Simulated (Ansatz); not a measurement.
Geometry optimisation, Ansatz 0.2.0, DFT LDA, scalar-relativistic, plane waves, PAW.

Input file:

```yaml
crystal:
  lattice:
    - [6.32, 0.0, 0.0]
    - [0.0, 6.32, 0.0]
    - [0.0, 0.0, 6.32]
  atoms:
    - { symbol: W, position: [0.0, 0.0, 0.0] }
    - { symbol: W, position: [0.5, 0.0, 0.0] }
    - { symbol: W, position: [0.0, 0.5, 0.0] }
    - { symbol: W, position: [0.0, 0.0, 0.5] }
    - { symbol: W, position: [0.25, 0.25, 0.25] }
    - { symbol: W, position: [0.5, 0.5, 0.0] }
    - { symbol: W, position: [0.5, 0.0, 0.5] }
    - { symbol: W, position: [0.75, 0.25, 0.25] }
    - { symbol: W, position: [0.0, 0.5, 0.5] }
    - { symbol: W, position: [0.25, 0.75, 0.25] }
    - { symbol: W, position: [0.25, 0.25, 0.75] }
    - { symbol: W, position: [0.5, 0.5, 0.5] }
    - { symbol: W, position: [0.75, 0.75, 0.25] }
    - { symbol: W, position: [0.75, 0.25, 0.75] }
    - { symbol: W, position: [0.25, 0.75, 0.75] }
    - { symbol: W, position: [0.75, 0.75, 0.75] }
    - { symbol: F, position: [0.2516651, 0.1137596, -0.0165012] }
basis:
  ecutwfc: 420.0
kpoints:
  mp_grid: { grid: [3, 3, 3] }
hamiltonian:
  xc: lda
scf:
  occupations: { method: gaussian, width: 0.05 }
  lower_state_search: "off"
relax:
  f_tol: 0.03
  max_steps: 60
  adjacent_minimum: "off"
output:
  write_density: true
  write_potential: true
  elf: true
  volumetric_format: npy
```

Launched with:

```bash
$ ansatz run input.yaml --threads 4 --pin off --max-ram 10240MiB --backend cpu --events-out ev --progress --plain --runs-dir out
```

Where does it end, and by what steps?

The run converged. The force dipped under the threshold on the way, but the program's further checks kept it going. Limits of this set-up: coarse k mesh, odd electron count without spin, a small cell, in which the defect meets its images, a typed lattice constant that wasn't relaxed here. After 5 steps the energy has fallen by 4.584 eV; W11 moved furthest, 0.23 Å. The start is strongly strained (largest force component 13 eV/Å).

```csv
step,energy less start (eV),largest force component (eV/Å),accepted
0,0.0000,12.780,yes
1,-4.1117,1.733,yes
2,-4.3871,0.744,yes
3,-4.5761,0.176,yes
4,-4.5837,0.017,yes
5,-4.5837,0.017,yes
```

```xyz
17
Lattice="6.3200 0.0000 0.0000 0.0000 6.3200 0.0000 0.0000 0.0000 6.3200" Properties=species:S:1:pos:R:3
W -0.186 -0.135 -0.006
W 3.348 -0.135 -0.006
W -0.006 3.176 -0.006
W -0.008 -0.016 3.154
W 1.581 1.706 1.760
W 3.167 3.176 -0.006
W 3.169 -0.016 3.154
W 4.741 1.588 1.582
W -0.030 3.183 3.154
W 1.581 4.716 1.580
W 1.581 1.707 4.547
W 3.191 3.183 3.154
W 4.741 4.708 1.605
W 4.741 1.588 4.726
W 1.581 4.716 4.727
W 4.741 4.708 4.703
F 1.581 0.786 -0.007
```

Whether the end is a true minimum wasn't checked by a vibrational analysis.

Time of the run: 61 s on 4 threads of Intel(R) Xeon(R) Platinum 8488C (Sapphire Rapids), on a shared host, peak memory 1.4 GiB.
